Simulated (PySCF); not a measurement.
# SiPd: from the state search to spectroscopic constants

Aim: find the lowest electronic state of SiPd, scan its bond at several levels of theory, and get bond length, wavenumber and dissociation energy from each curve.

Program: PySCF 2.14.0. Level of theory: Si def2-TZVPP, Pd def2-TZVPP with ECP28, scalar-relativistic core potentials. These are calculated values, not measurements.

## 1. Input

The job is set up so:

* atoms: Si, Pd
* charge: 0
* basis: Si def2-TZVPP, Pd def2-TZVPP with ECP28
* Hamiltonian: scalar-relativistic core potentials
* basis functions: 98
* electrons treated: 32
* masses in u: 27.9769, 105.9035
* levels: PBE0, PBE, r²SCAN, TPSSh, MN15, B2PLYP, BHandHLYP, ωB97M-V, HF, MP2, SCS-MP2, CCSD, CCSD(T)
* grid: 80 radial by 434 angular points
* occupations: held fixed by the projection of orbital angular momentum
* dissociation limit: Si + Pd, each in its ground configuration
* starting distance in angstrom: 2.300
* values of 2S to try: 0, 2, 4

Started as:

```console
$ OMP_NUM_THREADS=2 python dia.py task.json out
```

The job searches for the state first and then visits each distance with every level. Its results follow level by level.

## 2. State search with unrestricted PBE0

At the starting distance of 2.300 Å the search finds these solutions (others can lie among them):

```
2Ms+1        unpaired          term  E (eV)  ⟨S²⟩  ⟨Lz²⟩  μ (D)
    1            none           ¹Σ⁺    0.00  0.00   0.00   0.01
    3        σ ↑, π ↑            ³Π    0.12  2.02   1.02   1.21
    1        σ ↑, π ↓  not assigned    0.26  1.02   1.02   1.31
    3            π ↑↑           ³Σ⁻    1.02  2.06   0.00   2.82
    1            π ↑↓  not assigned    1.26  1.02   2.04   2.77
    3        π ↑, δ ↑  not assigned    1.40  2.01   5.00   1.47
    3        π ↑, δ ↑  not assigned    1.40  2.01   5.02   1.48
    1        π ↑, δ ↓  not assigned    1.42  1.02   5.02   1.49
    3            π ↑↑  not assigned    1.87  2.01   2.01   1.62
    5  σ ↑, π ↑↑, δ ↑            ⁵Δ    1.88  6.01   4.01   2.95
    5      σ ↑↑, π ↑↑           ⁵Σ⁻    2.07  6.01   0.00   2.72
    3  σ ↑, π ↑↑, δ ↓  not assigned    2.12  3.01   4.01   3.04
    3            σ ↑↑           ³Σ⁺    2.25  2.01   0.00  -4.83
    5      σ ↑, π ↑↑↑            ⁵Π    2.34  6.01   1.01   3.10
```

A term symbol stands only where ⟨S²⟩ and ⟨Lz²⟩ are near those of a pure state. A positive dipole means Si(−)Pd(+).

The most promising solutions are followed along the bond (rough minima from three points):

```
2Ms+1  unpaired  R at minimum (Å)  energy at minimum (eV)
    1      none              2.09                    0.00
    3  σ ↑, π ↑              2.15                    0.29
    1  σ ↑, π ↓              2.16                    0.44
    3      π ↑↑              2.20                    1.28
    1      π ↑↓              2.19                    1.51
    3  π ↑, δ ↑              2.33                    1.71
```

The search made 16 SCF attempts at the starting distance; with the short scans it took 50 s of wall time (2 threads of Arm Neoverse V1, shared host).

## 3. The PBE0 curve of the state that the search chose

State followed: ¹Σ⁺ (singlet), closed shell. The scan is laid around 2.094 Å.

The SCF at the reference distance, 2.094 Å, printed:

```text
******** <class 'pyscf.dft.uks_symm.SymAdaptedUKS'> ********
method = SymAdaptedUKS
initial guess = minao
damping factor = 0
level_shift factor = 0
DIIS = <class 'pyscf.scf.diis.CDIIS'>
diis_start_cycle = 1
diis_space = 10
diis_damp = 0
SCF conv_tol = 1e-09
SCF conv_tol_grad = None
SCF max_cycles = 60
direct_scf = False
max_memory 4200 MB (current use 835 MB)
number electrons alpha = 16  beta = 16
XC library pyscf.dft.libxc version 7.0.0
    S. Lehtola, C. Steigemann, M. J.T. Oliveira, and M. A.L. Marques.,  SoftwareX 7, 1–5 (2018)
XC functionals = PBE0
    C. Adamo and V. Barone.,  J. Chem. Phys. 110, 6158 (1999)
    M. Ernzerhof and G. E. Scuseria.,  J. Chem. Phys. 110, 5029 (1999)
small_rho_cutoff = 0
Overwritten attributes  get_k get_hcore get_occ get_j get_jk  of <class 'pyscf.dft.uks_symm.SymAdaptedUKS'>
<class 'pyscf.dft.uks_symm.SymAdaptedUKS'> does not have attributes  refdm
Set gradient conv threshold to 3.16228e-05
init E= -417.224522132057
cycle= 1 E= -417.218282452354  delta_E= 0.00624  |g|= 0.0249  |ddm|= 0.0353
cycle= 2 E= -417.215692634909  delta_E= 0.00259  |g|= 0.0853  |ddm|= 0.0783
cycle= 3 E= -417.218524591673  delta_E= -0.00283  |g|= 0.00782  |ddm|= 0.0546
cycle= 4 E= -417.218543114183  delta_E= -1.85e-05  |g|= 0.00196  |ddm|= 0.00587
cycle= 5 E= -417.218545218281  delta_E= -2.1e-06  |g|= 0.000372  |ddm|= 0.00203
cycle= 6 E= -417.218545296712  delta_E= -7.84e-08  |g|= 9.08e-05  |ddm|= 0.000491
cycle= 7 E= -417.218545299871  delta_E= -3.16e-09  |g|= 2e-05  |ddm|= 0.000115
cycle= 8 E= -417.218545300037  delta_E= -1.66e-10  |g|= 5.2e-06  |ddm|= 2.87e-05
Extra cycle  E= -417.218545299976  delta_E= 6.09e-11  |g|= 1.4e-05  |ddm|= 1.4e-05
converged SCF energy = -417.218545299976  <S^2> = 0  2S+1 = 1
```

The curve and what changes along it:

```
 R (Å)  E (eV)  μ (D)  Mulliken charge of Si (e)  Mayer bond order  ⟨S²⟩  HOMO (eV)  LUMO (eV)
1.8008  1.2515   0.05                      -0.02              2.60  0.00      -5.10      -2.57
1.8846  0.5482   0.11                       0.02              2.50  0.00      -5.13      -2.62
1.9684  0.1663   0.14                       0.05              2.39  0.00      -5.14      -2.67
2.0312  0.0341   0.14                       0.07              2.32  0.00      -5.15      -2.72
2.0940  0.0000   0.13                       0.09              2.25  0.00      -5.15      -2.77
2.1568  0.0404   0.10                       0.11              2.18  0.00      -5.15      -2.82
2.2406  0.1785   0.05                       0.12              2.10  0.00      -5.14      -2.88
2.3453  0.4402  -0.03                       0.13              2.00  0.00      -5.13      -2.97
2.4709  0.8255  -0.14                       0.13              1.89  0.00      -5.10      -3.06
2.6384  1.3791  -0.28                       0.13              1.75  0.00      -5.06      -3.17
```

The fit gives Re = 2.088 Å, ωe = 486 cm⁻¹, ωexe = 1.60 cm⁻¹, αe = 0.000795 cm⁻¹, Be = 0.1746 cm⁻¹, De = 3.04 eV, μ = 0.13 D.

Orbitals nearest the gap at 2.094 Å:

```
spin  orbital  ε (eV)  filled                          made of
both        σ  -12.83     yes             Si s 80 %, Pd d 13 %
both        σ   -8.20     yes  Pd d 66 %, Si p 17 %, Si s 13 %
both        π   -8.08     yes             Pd d 84 %, Si p 13 %
both        π   -8.08     yes             Pd d 84 %, Si p 13 %
both        δ   -7.11     yes                       Pd d 100 %
both        δ   -7.11     yes                       Pd d 100 %
both        σ   -5.15     yes  Si p 50 %, Pd s 39 %, Pd d 10 %
both        π   -2.77      no  Si p 78 %, Pd d 12 %, Pd p 10 %
both        π   -2.77      no  Si p 78 %, Pd d 12 %, Pd p 10 %
both        σ   -1.09      no  Pd s 58 %, Si p 23 %, Pd p 17 %
```

Polarisability there: 109.9 bohr³ along the bond, 60.4 across it. Without diffuse functions these come out too small, above all across the bond.

## 4. Fields at the reference distance

The fields below are evaluated on a grid from the run's orbitals.

Frontier orbitals at PBE0, with the share of their density that lies nearest to each atom:

```
orbital  energy (eV)             lies on
   HOMO        -5.15  Pd2 58 %; Si1 42 %
   LUMO        -2.77  Si1 75 %; Pd2 25 %
```

ELF in a plane through or near 2 of the atoms.

Values, 10 rows by 14 columns:
```
0.00 0.00 0.01 0.01 0.00 0.00 0.02 0.07 0.11 0.10 0.05 0.01 0.00 0.00
0.01 0.12 0.31 0.27 0.08 0.05 0.15 0.32 0.29 0.24 0.16 0.07 0.02 0.00
0.08 0.64 0.83 0.77 0.42 0.24 0.41 0.46 0.31 0.26 0.16 0.08 0.04 0.01
0.52 0.95 0.98 0.98 0.78 0.43 0.71 0.45 0.35 0.40 0.19 0.07 0.04 0.01
0.81 0.98 0.99 0.99 0.17 0.56 0.20 0.37 0.74 0.67 0.51 0.10 0.04 0.02
0.84 0.99 0.99 0.98 0.55 0.86 0.10 0.39 0.54 0.03 0.66 0.11 0.04 0.02
0.71 0.98 0.99 0.99 0.34 0.12 0.58 0.39 0.57 0.68 0.29 0.08 0.04 0.02
0.26 0.87 0.94 0.93 0.70 0.43 0.60 0.48 0.30 0.28 0.16 0.07 0.04 0.01
0.04 0.45 0.70 0.63 0.27 0.16 0.31 0.42 0.31 0.25 0.16 0.08 0.04 0.00
0.00 0.02 0.07 0.07 0.02 0.02 0.06 0.18 0.22 0.19 0.11 0.04 0.01 0.00
```
The map spans 7.3 Å across and 5.2 Å up, centred on the molecule. Atoms in the plane (x, y in Å): Si1 (-1.0, 0.0), Pd2 (1.0, 0.0).

On the surface of density 0.002 e/bohr³ the electrostatic potential runs, from the 1st to the 99th percentile, from -0.54 to 1.74 V.

Core electrons inside the core potentials are missing from the density.

## 5. Excited determinants

State 2: ³Π (triplet), unpaired electrons σ ↑, π ↑, an excited solution.

The SCF at the reference distance, 2.094 Å, printed:

```text
[... 13 set-up lines left out, the same as in an earlier log ...]
max_memory 4200 MB (current use 892 MB)
number electrons alpha = 17  beta = 15
[... 7 set-up lines left out, the same as in an earlier log ...]
init E= -417.212590948495
cycle= 1 E= -417.207088570617  delta_E= 0.0055  |g|= 0.0162  |ddm|= 0.0309
cycle= 2 E= -417.206423551707  delta_E= 0.000665  |g|= 0.045  |ddm|= 0.0432
cycle= 3 E= -417.207197614032  delta_E= -0.000774  |g|= 0.00502  |ddm|= 0.0287
cycle= 4 E= -417.207205803353  delta_E= -8.19e-06  |g|= 0.00123  |ddm|= 0.00359
cycle= 5 E= -417.207206955782  delta_E= -1.15e-06  |g|= 0.000342  |ddm|= 0.00169
cycle= 6 E= -417.207207251181  delta_E= -2.95e-07  |g|= 0.000195  |ddm|= 0.0012
cycle= 7 E= -417.207207335616  delta_E= -8.44e-08  |g|= 5.07e-05  |ddm|= 0.000745
cycle= 8 E= -417.207207342581  delta_E= -6.96e-09  |g|= 2.86e-05  |ddm|= 0.000215
cycle= 9 E= -417.207207343693  delta_E= -1.11e-09  |g|= 6.93e-06  |ddm|= 8.57e-05
cycle= 10 E= -417.207207343779  delta_E= -8.57e-11  |g|= 2.1e-06  |ddm|= 2.92e-05
Extra cycle  E= -417.207207343773  delta_E= 5.74e-12  |g|= 5.41e-06  |ddm|= 5.82e-06
converged SCF energy = -417.207207343773  <S^2> = 2.013066  2S+1 = 3.0086981
```

Re = 2.139 Å, ωe = 415 cm⁻¹, ωexe = 1.84 cm⁻¹, αe = 0.000966 cm⁻¹, Be = 0.1665 cm⁻¹, μ = 1.29 D. Its minimum lies 0.29 eV above that of the lowest state.

State 3: Ms = 0 determinant of mixed spin (⟨S²⟩ = 1.02), unpaired electrons σ ↑, π ↓, an excited solution.

The SCF at the reference distance, 2.094 Å, printed:

```text
[... 22 set-up lines left out, the same as in an earlier log ...]
init E= -417.206486845254
cycle= 1 E= -417.201235724279  delta_E= 0.00525  |g|= 0.0158  |ddm|= 0.0311
cycle= 2 E= -417.200613444673  delta_E= 0.000622  |g|= 0.0438  |ddm|= 0.0418
cycle= 3 E= -417.201341504716  delta_E= -0.000728  |g|= 0.00469  |ddm|= 0.0274
cycle= 4 E= -417.201348226777  delta_E= -6.72e-06  |g|= 0.00133  |ddm|= 0.0033
cycle= 5 E= -417.2013494648  delta_E= -1.24e-06  |g|= 0.000301  |ddm|= 0.00177
cycle= 6 E= -417.201349734083  delta_E= -2.69e-07  |g|= 0.000178  |ddm|= 0.00111
cycle= 7 E= -417.201349816683  delta_E= -8.26e-08  |g|= 4.7e-05  |ddm|= 0.000844
cycle= 8 E= -417.20134982124  delta_E= -4.56e-09  |g|= 1.93e-05  |ddm|= 0.000188
cycle= 9 E= -417.201349821855  delta_E= -6.15e-10  |g|= 6.07e-06  |ddm|= 6.74e-05
Extra cycle  E= -417.201349821891  delta_E= -3.57e-11  |g|= 9.22e-06  |ddm|= 1.85e-05
converged SCF energy = -417.201349821891  <S^2> = 1.0191931  2S+1 = 2.2531695
```

Re = 2.147 Å, ωe = 411 cm⁻¹; the determinant mixes terms (⟨S²⟩ = 1.02, ⟨Lz²⟩ = 1.02), so these belong to no real state. Its minimum lies 0.45 eV above that of the lowest state.

State 4: ³Σ⁻ (triplet), unpaired electrons π ↑↑, an excited solution.

Log of the SCF at 2.094 Å:

```text
[... 13 set-up lines left out, the same as in an earlier log ...]
max_memory 4200 MB (current use 893 MB)
[... 8 set-up lines left out, the same as in an earlier log ...]
init E= -417.17418850371
cycle= 1 E= -417.168921287666  delta_E= 0.00527  |g|= 0.0103  |ddm|= 0.028
cycle= 2 E= -417.168771616407  delta_E= 0.00015  |g|= 0.0228  |ddm|= 0.0214
cycle= 3 E= -417.168965475218  delta_E= -0.000194  |g|= 0.0032  |ddm|= 0.0143
cycle= 4 E= -417.168969626728  delta_E= -4.15e-06  |g|= 0.00105  |ddm|= 0.00288
cycle= 5 E= -417.168970492811  delta_E= -8.66e-07  |g|= 0.000237  |ddm|= 0.0012
cycle= 6 E= -417.168970858196  delta_E= -3.65e-07  |g|= 0.000123  |ddm|= 0.00148
cycle= 7 E= -417.168970945439  delta_E= -8.72e-08  |g|= 9.88e-05  |ddm|= 0.000698
cycle= 8 E= -417.168970993776  delta_E= -4.83e-08  |g|= 4.88e-05  |ddm|= 0.000599
cycle= 9 E= -417.168971013176  delta_E= -1.94e-08  |g|= 1.92e-05  |ddm|= 0.000442
cycle= 10 E= -417.168971017659  delta_E= -4.48e-09  |g|= 8.1e-06  |ddm|= 0.000272
cycle= 11 E= -417.168971017955  delta_E= -2.96e-10  |g|= 2.42e-06  |ddm|= 7.51e-05
Extra cycle  E= -417.168971017945  delta_E= 1e-11  |g|= 6.02e-06  |ddm|= 6.16e-06
converged SCF energy = -417.168971017945  <S^2> = 2.0272554  2S+1 = 3.0181156
```

Re = 2.193 Å, ωe = 352 cm⁻¹, ωexe = 2.23 cm⁻¹, αe = 0.00119 cm⁻¹, Be = 0.1584 cm⁻¹, μ = 2.78 D. Its minimum lies 1.29 eV above that of the lowest state.

Energy (eV) from the lowest point of the lowest state:

```
R (Å)  lowest  state 2  state 3  state 4
1.801   1.252    1.713    1.922    2.876
1.885   0.548    0.986    1.179    2.127
1.968   0.166    0.563    0.741    1.670
2.031   0.034    0.390    0.558    1.466
2.094   0.000    0.309    0.468    1.349
2.157   0.040    0.296    0.447    1.297
2.241   0.178    0.355    0.499    1.301
2.345   0.440    0.511    0.647    1.381
2.471   0.826    0.764    0.893    1.536
2.638   1.379    1.141    1.268    1.781
```

## 6. PBE

Log of the SCF at 2.094 Å:

```text
[... 13 set-up lines left out, the same as in an earlier log ...]
max_memory 4200 MB (current use 895 MB)
[... 3 set-up lines left out, the same as in an earlier log ...]
XC functionals = PBE
    J. P. Perdew, K. Burke, and M. Ernzerhof.,  Phys. Rev. Lett. 77, 3865 (1996)
    J. P. Perdew, K. Burke, and M. Ernzerhof.,  Phys. Rev. Lett. 78, 1396 (1997)
    J. P. Perdew, K. Burke, and M. Ernzerhof.,  Phys. Rev. Lett. 77, 3865 (1996)
    J. P. Perdew, K. Burke, and M. Ernzerhof.,  Phys. Rev. Lett. 78, 1396 (1997)
[... 2 set-up lines left out, the same as in an earlier log ...]
init E= -417.240790468362
cycle= 1 E= -417.226959857242  delta_E= 0.0138  |g|= 0.209  |ddm|= 0.219
cycle= 2 E= -416.932255624188  delta_E= 0.295  |g|= 0.839  |ddm|= 0.777
cycle= 3 E= -417.241426500741  delta_E= -0.309  |g|= 0.0755  |ddm|= 0.714
cycle= 4 E= -417.243759337385  delta_E= -0.00233  |g|= 0.0292  |ddm|= 0.102
cycle= 5 E= -417.244094489665  delta_E= -0.000335  |g|= 0.0179  |ddm|= 0.0424
cycle= 6 E= -417.244255328942  delta_E= -0.000161  |g|= 0.0013  |ddm|= 0.0151
cycle= 7 E= -417.244256558057  delta_E= -1.23e-06  |g|= 0.000103  |ddm|= 0.00212
cycle= 8 E= -417.244256561822  delta_E= -3.77e-09  |g|= 1.39e-05  |ddm|= 8.72e-05
cycle= 9 E= -417.244256561922  delta_E= -1e-10  |g|= 4.7e-06  |ddm|= 1.91e-05
Extra cycle  E= -417.244256561593  delta_E= 3.29e-10  |g|= 2.79e-05  |ddm|= 1.98e-05
converged SCF energy = -417.244256561593  <S^2> = 3.5527137e-15  2S+1 = 1
```

Re = 2.102 Å, ωe = 479 cm⁻¹, ωexe = 1.60 cm⁻¹, αe = 0.000796 cm⁻¹, Be = 0.1725 cm⁻¹, De = 3.83 eV, μ = -0.37 D.

## 7. r²SCAN (meta-GGA)

Output of the SCF at 2.094 Å:

```text
[... 17 set-up lines left out, the same as in an earlier log ...]
XC functionals = R2SCAN
    J. W. Furness, A. D. Kaplan, J. Ning, J. P. Perdew, and J. Sun.,  J. Phys. Chem. Lett. 11, 8208-8215 (2020)
    J. W. Furness, A. D. Kaplan, J. Ning, J. P. Perdew, and J. Sun.,  J. Phys. Chem. Lett. 11, 9248-9248 (2020)
    J. W. Furness, A. D. Kaplan, J. Ning, J. P. Perdew, and J. Sun.,  J. Phys. Chem. Lett. 11, 8208-8215 (2020)
    J. W. Furness, A. D. Kaplan, J. Ning, J. P. Perdew, and J. Sun.,  J. Phys. Chem. Lett. 11, 9248-9248 (2020)
[... 2 set-up lines left out, the same as in an earlier log ...]
init E= -417.371837303002
cycle= 1 E= -417.371901684127  delta_E= -6.44e-05  |g|= 0.0656  |ddm|= 0.181
cycle= 2 E= -417.328160588308  delta_E= 0.0437  |g|= 0.323  |ddm|= 0.268
cycle= 3 E= -417.373668237576  delta_E= -0.0455  |g|= 0.0124  |ddm|= 0.221
cycle= 4 E= -417.373721847412  delta_E= -5.36e-05  |g|= 0.00447  |ddm|= 0.0149
cycle= 5 E= -417.373730674399  delta_E= -8.83e-06  |g|= 0.00196  |ddm|= 0.00516
cycle= 6 E= -417.373732572573  delta_E= -1.9e-06  |g|= 0.000174  |ddm|= 0.00202
cycle= 7 E= -417.373732598259  delta_E= -2.57e-08  |g|= 3.56e-05  |ddm|= 0.000288
cycle= 8 E= -417.373732598748  delta_E= -4.89e-10  |g|= 9.47e-06  |ddm|= 3.55e-05
Extra cycle  E= -417.373732597432  delta_E= 1.32e-09  |g|= 5.6e-05  |ddm|= 4.22e-05
converged SCF energy = -417.373732597432  <S^2> = -3.5527137e-15  2S+1 = 1
```

Re = 2.083 Å, ωe = 497 cm⁻¹, ωexe = 1.57 cm⁻¹, αe = 0.000768 cm⁻¹, Be = 0.1755 cm⁻¹, De = 3.74 eV, μ = 0.02 D. 53 s of CPU time for 12 points, integrals apart.

## 8. TPSSh

Log of the SCF at 2.094 Å:

```text
[... 13 set-up lines left out, the same as in an earlier log ...]
max_memory 4200 MB (current use 896 MB)
[... 3 set-up lines left out, the same as in an earlier log ...]
XC functionals = TPSSH
    V. N. Staroverov, G. E. Scuseria, J. Tao, and J. P. Perdew.,  J. Chem. Phys. 119, 12129 (2003)
[... 2 set-up lines left out, the same as in an earlier log ...]
init E= -417.3203731781
cycle= 1 E= -417.315441406005  delta_E= 0.00493  |g|= 0.118  |ddm|= 0.136
cycle= 2 E= -417.223356644026  delta_E= 0.0921  |g|= 0.477  |ddm|= 0.428
cycle= 3 E= -417.32110980528  delta_E= -0.0978  |g|= 0.016  |ddm|= 0.348
cycle= 4 E= -417.321188697211  delta_E= -7.89e-05  |g|= 0.00564  |ddm|= 0.0162
cycle= 5 E= -417.321193079472  delta_E= -4.38e-06  |g|= 0.00391  |ddm|= 0.00735
cycle= 6 E= -417.321201076795  delta_E= -8e-06  |g|= 0.000195  |ddm|= 0.00341
cycle= 7 E= -417.321201093889  delta_E= -1.71e-08  |g|= 7.25e-05  |ddm|= 0.000248
cycle= 8 E= -417.321201095893  delta_E= -2e-09  |g|= 1.81e-05  |ddm|= 4.82e-05
cycle= 9 E= -417.32120109601  delta_E= -1.17e-10  |g|= 2.41e-06  |ddm|= 1.17e-05
Extra cycle  E= -417.321201095959  delta_E= 5.17e-11  |g|= 1.15e-05  |ddm|= 8.74e-06
converged SCF energy = -417.321201095959  <S^2> = 5.3290705e-15  2S+1 = 1
```

Re = 2.095 Å, ωe = 486 cm⁻¹, ωexe = 1.59 cm⁻¹, αe = 0.000779 cm⁻¹, Be = 0.1735 cm⁻¹, De = 3.38 eV, μ = 0.20 D.

## 9. MN15 (hybrid meta-GGA)

Log of the SCF at 2.094 Å:

```text
[... 17 set-up lines left out, the same as in an earlier log ...]
XC functionals = MN15
    H. S. Yu, X. He, S. L. Li, and D. G. Truhlar.,  Chem. Sci. 7, 5032-5051 (2016)
    H. S. Yu, X. He, S. L. Li, and D. G. Truhlar.,  Chem. Sci. 7, 5032-5051 (2016)
[... 2 set-up lines left out, the same as in an earlier log ...]
init E= -416.981260053533
cycle= 1 E= -416.989689348128  delta_E= -0.00843  |g|= 0.171  |ddm|= 0.306
cycle= 2 E= -416.939927589696  delta_E= 0.0498  |g|= 0.416  |ddm|= 0.299
cycle= 3 E= -416.996935639685  delta_E= -0.057  |g|= 0.047  |ddm|= 0.267
cycle= 4 E= -416.997954768953  delta_E= -0.00102  |g|= 0.00676  |ddm|= 0.0312
cycle= 5 E= -416.997974669653  delta_E= -1.99e-05  |g|= 0.00263  |ddm|= 0.00947
cycle= 6 E= -416.99797816654  delta_E= -3.5e-06  |g|= 0.000433  |ddm|= 0.00503
cycle= 7 E= -416.997978334935  delta_E= -1.68e-07  |g|= 0.000253  |ddm|= 0.00209
cycle= 8 E= -416.997978375866  delta_E= -4.09e-08  |g|= 4.03e-05  |ddm|= 0.00098
cycle= 9 E= -416.997978377235  delta_E= -1.37e-09  |g|= 9.6e-06  |ddm|= 0.000115
cycle= 10 E= -416.997978377323  delta_E= -8.8e-11  |g|= 3.3e-06  |ddm|= 2.13e-05
Extra cycle  E= -416.997978377304  delta_E= 1.95e-11  |g|= 8.5e-06  |ddm|= 1.15e-05
converged SCF energy = -416.997978377304  <S^2> = 5.3290705e-15  2S+1 = 1
```

Re = 2.071 Å, ωe = 499 cm⁻¹, ωexe = 1.62 cm⁻¹, αe = 0.000808 cm⁻¹, Be = 0.1776 cm⁻¹, De = 3.34 eV, μ = -0.18 D. 48 s of CPU time for 12 points, integrals apart.

## 10. B2PLYP

Log of the SCF at 2.094 Å:

```text
[... 17 set-up lines left out, the same as in an earlier log ...]
XC functionals = 0.53*HF + 0.47*B88, 0.73*LYP
    A. D. Becke.,  Phys. Rev. A 38, 3098 (1988)
    C. Lee, W. Yang, and R. G. Parr.,  Phys. Rev. B 37, 785 (1988)
    B. Miehlich, A. Savin, H. Stoll, and H. Preuss.,  Chem. Phys. Lett. 157, 200 (1989)
[... 2 set-up lines left out, the same as in an earlier log ...]
init E= -416.883457425336
cycle= 1 E= -416.884197392612  delta_E= -0.00074  |g|= 0.0745  |ddm|= 0.149
cycle= 2 E= -416.873782652766  delta_E= 0.0104  |g|= 0.184  |ddm|= 0.184
cycle= 3 E= -416.886277772431  delta_E= -0.0125  |g|= 0.00716  |ddm|= 0.109
cycle= 4 E= -416.886317814397  delta_E= -4e-05  |g|= 0.00365  |ddm|= 0.0169
cycle= 5 E= -416.886326611409  delta_E= -8.8e-06  |g|= 0.00129  |ddm|= 0.00809
cycle= 6 E= -416.886328368567  delta_E= -1.76e-06  |g|= 0.000278  |ddm|= 0.00352
cycle= 7 E= -416.886328481971  delta_E= -1.13e-07  |g|= 3.63e-05  |ddm|= 0.000994
cycle= 8 E= -416.886328483049  delta_E= -1.08e-09  |g|= 4.85e-06  |ddm|= 9.45e-05
cycle= 9 E= -416.886328483092  delta_E= -4.33e-11  |g|= 2.51e-06  |ddm|= 1.49e-05
Extra cycle  E= -416.886328483099  delta_E= -6.99e-12  |g|= 1.73e-06  |ddm|= 7.27e-06
converged SCF energy = -416.886328483099  <S^2> = 0  2S+1 = 1
```

Re = 2.086 Å, ωe = 500 cm⁻¹, ωexe = 1.47 cm⁻¹, αe = 0.000741 cm⁻¹, Be = 0.1750 cm⁻¹, De = 3.37 eV, μ = 0.38 D.

## 11. BHandHLYP

Output of the SCF at 2.094 Å:

```text
[... 13 set-up lines left out, the same as in an earlier log ...]
max_memory 4200 MB (current use 900 MB)
[... 3 set-up lines left out, the same as in an earlier log ...]
XC functionals = BHANDHLYP
    A. D. Becke.,  J. Chem. Phys. 98, 1372 (1993)
    Defined through Gaussian implementation.
[... 2 set-up lines left out, the same as in an earlier log ...]
init E= -417.222620482708
cycle= 1 E= -417.222453999466  delta_E= 0.000166  |g|= 0.0836  |ddm|= 0.13
cycle= 2 E= -417.207694713015  delta_E= 0.0148  |g|= 0.217  |ddm|= 0.202
cycle= 3 E= -417.224978400275  delta_E= -0.0173  |g|= 0.008  |ddm|= 0.128
cycle= 4 E= -417.225016017993  delta_E= -3.76e-05  |g|= 0.00386  |ddm|= 0.0137
cycle= 5 E= -417.225025650274  delta_E= -9.63e-06  |g|= 0.00131  |ddm|= 0.00837
cycle= 6 E= -417.225027360642  delta_E= -1.71e-06  |g|= 0.000373  |ddm|= 0.00369
cycle= 7 E= -417.225027494622  delta_E= -1.34e-07  |g|= 8.16e-05  |ddm|= 0.00115
cycle= 8 E= -417.225027498103  delta_E= -3.48e-09  |g|= 7.68e-06  |ddm|= 0.000101
cycle= 9 E= -417.225027498174  delta_E= -7.13e-11  |g|= 2.21e-06  |ddm|= 2.59e-05
Extra cycle  E= -417.225027498183  delta_E= -8.7e-12  |g|= 1.27e-06  |ddm|= 6.91e-06
converged SCF energy = -417.225027498183  <S^2> = 0  2S+1 = 1
```

Re = 2.093 Å, ωe = 471 cm⁻¹, ωexe = 1.72 cm⁻¹, αe = 0.000849 cm⁻¹, Be = 0.1738 cm⁻¹, De = 2.28 eV, μ = 0.30 D. 28 s of CPU time for 12 points, integrals apart.

[end of part 1 of 2]
